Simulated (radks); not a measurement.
**Nb⁺ in [Kr] 4d3.5 5d0.5: an all-electron calculation**

Aim: the levels, the sizes of the orbitals and the parts of the energy of the niobium ion Nb+.

Method: Dirac Kohn-Sham, PBE, spin-unpolarised, spherical densities, finite nucleus; open shells fill j = l - 1/2 first. Code: radks (a radial shooting solver on a logarithmic mesh, Libxc functionals) version 1.

### 1 The atom as given

- element: niobium (Z = 41)
- charge: +1
- electrons: 40
- configuration: [Kr] 4d3.5 5d0.5
- nuclear rms radius: 4.324 fm

### 2 Self-consistent calculation

Settings of this run:

```text
Z 41
configuration [Kr] 4d3.5 5d0.5
relativity Dirac
functional pbe,pbe
spin unpolarised
j_filling energy
nucleus finite rms 4.324 fm
c 137.035999084
```

Run with:

```console
python run_ks.py task.json out
```

All runs below come from this command, one after another.

Q: Predict the outcome of this run.

The runs gave:

| quantity | value |
| --- | --- |
| total energy | -3819.68816 hartree |
| exchange-correlation share of it | 3.11 % |
| −T/E | 1.0351 |
| highest occupied level | 5d3/2, -3.209 eV |
| most extended occupied level | 5d3/2, <r> = 7.31 bohr |
| radius at density 0.001 e/bohr³ | 3.94 bohr |
| maxima of the radial density | 5 |

**Reading.** 5 principal shells are occupied and 5 maxima appear in the radial density. Relativity lifts −T/E to 1.035. This is not the tabulated ground configuration, so its levels and sizes aren't those of the ground state, and no measured value stands beside it.
